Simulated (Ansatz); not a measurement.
**FH₆NOSiSn: up Jacob's ladder to CCSD(T)**

Aim: compute FH₆NOSiSn with functionals from several rungs and with coupled cluster, and see how far each lands from CCSD(T) at the basis-set limit for the atomisation energy.

Program: Ansatz 0.2.0, Gaussian basis. Level of theory: functionals in def2-TZVPP, the program's frozen cores in correlated methods. These are calculated values, not measurements.

Levels to be run: PBE-D4, r2SCAN-D4, PBE0-D4, B3LYP-D4, ωB97X-V, ωB97M-V, B2PLYP; CCSD(T)/def2-TZVPP; MP2/def2-QZVPP; extrapolation to the limit.

## Step 1: Structure used throughout

The geometry comes from an earlier relaxation with PBE0-D4 in a triple-zeta def2 set; it is a stationary point, not always the lowest conformer. Sn takes the def2 core potential; no spin-orbit term is included.

SMILES `[NH2][SnH]([F])[O][SiH3]`, 11 atoms, charge 0, spin multiplicity 1.

Atoms are counted from 1 here; the program's logs count them from 0.

Bond lengths: N1–Sn2 1.997 Å, N1–H6 1.012 Å, N1–H7 1.013 Å, Sn2–F3 1.923 Å, Sn2–O4 1.935 Å, Sn2–H8 1.687 Å, O4–Si5 1.635 Å, Si5–H9 1.485 Å, Si5–H10 1.493 Å, Si5–H11 1.486 Å. Angles: Sn2–N1–H6 114.4°, Sn2–N1–H7 112.9°, H6–N1–H7 108.1°, N1–Sn2–F3 110.3°, N1–Sn2–O4 106.6°, N1–Sn2–H8 117.1°, F3–Sn2–O4 103.4°, F3–Sn2–H8 107.9°, O4–Sn2–H8 110.7°, Sn2–O4–Si5 135.5°, O4–Si5–H9 109.0°, O4–Si5–H10 110.6°, O4–Si5–H11 111.0°, H9–Si5–H10 108.7°, H9–Si5–H11 109.2°, H10–Si5–H11 108.4°.

## Step 2: PBE-D4 (GGA)

Contents of in.yaml:

```yaml
crystal:
  periodic: [false, false, false]
  atoms:
    - {symbol: N, position_ang: [-0.314845, 1.998363, -0.673888]}
    - {symbol: Sn, position_ang: [-0.037642, 0.160465, -1.402841]}
    - {symbol: F, position_ang: [1.840241, -0.196719, -1.613361]}
    - {symbol: O, position_ang: [-0.575767, -1.072916, -0.011698]}
    - {symbol: Si, position_ang: [-0.137779, -1.342553, 1.540440]}
    - {symbol: H, position_ang: [0.001718, 2.741413, -1.283426]}
    - {symbol: H, position_ang: [0.113796, 2.131025, 0.233885]}
    - {symbol: H, position_ang: [-0.803876, -0.211290, -2.859600]}
    - {symbol: H, position_ang: [-1.352074, -1.648204, 2.339494]}
    - {symbol: H, position_ang: [0.522133, -0.133598, 2.116468]}
    - {symbol: H, position_ang: [0.809495, -2.483086, 1.635227]}
basis:
  gaussian: {orbitals: def2-TZVPP}
hamiltonian: {xc: pbe, dispersion: d4}
output: {forces: true, orbitals: {seedname: orbitals}}
```

Run with:

```console
> ansatz run in.yaml --threads 2 --pin off --events-out ev --progress --plain --max-ram 22528MiB --backend cpu
```

The runs that follow: r2SCAN-D4 (meta-GGA); PBE0-D4 (hybrid); B3LYP-D4 (hybrid); ωB97X-V (range-separated); ωB97M-V (range-separated); B2PLYP (double hybrid); CCSD(T) in def2-TZVPP; MP2 in def2-QZVPP.

Q: Predict the results of all the runs planned. Wanted: atomisation energy, CCSD(T)/CBS; farthest; mean size of error, hybrid; mean size of error, range-separated; gap, smallest and largest; T1 diagnostic; triples share of the correlation energy.

**Answer**, as computed:

```
                               quantity                                 value
        atomisation energy, CCSD(T)/CBS                         3572.0 kJ/mol
 functionals within 35.7 kJ/mol (1.0 %)                       PBE-D4, ωB97X-V
                               farthest               PBE0-D4 (-106.1 kJ/mol)
             mean size of error, hybrid                           80.1 kJ/mol
    mean size of error, range-separated                           21.9 kJ/mol
              gap, smallest and largest  4.72 eV (PBE-D4), 11.81 eV (ωB97X-V)
                          T1 diagnostic                                0.0135
triples share of the correlation energy                                 3.2 %
```

In words: PBE-D4 misses by -25.8 kJ/mol. Double hybrids carry the basis error of their MP2 part in triple zeta, and no dispersion term here, so their miss is partly the set-up's. The reference freezes the cores and leaves out spin-orbit coupling and excitations past (T), and its outer-core shells are covered unevenly, so misses under about 35.7 kJ/mol can't be ranked. All levels share the lack of spin-orbit coupling, which lowers the free heavy atoms and so the true binding. Hartree-Fock recovers 68 % of the binding; the rest is correlation. Orbital gaps span 4.7 to 11.8 eV; exact exchange widens them. Correlated methods include outer-core shells of Sn, which these sets cover unevenly.
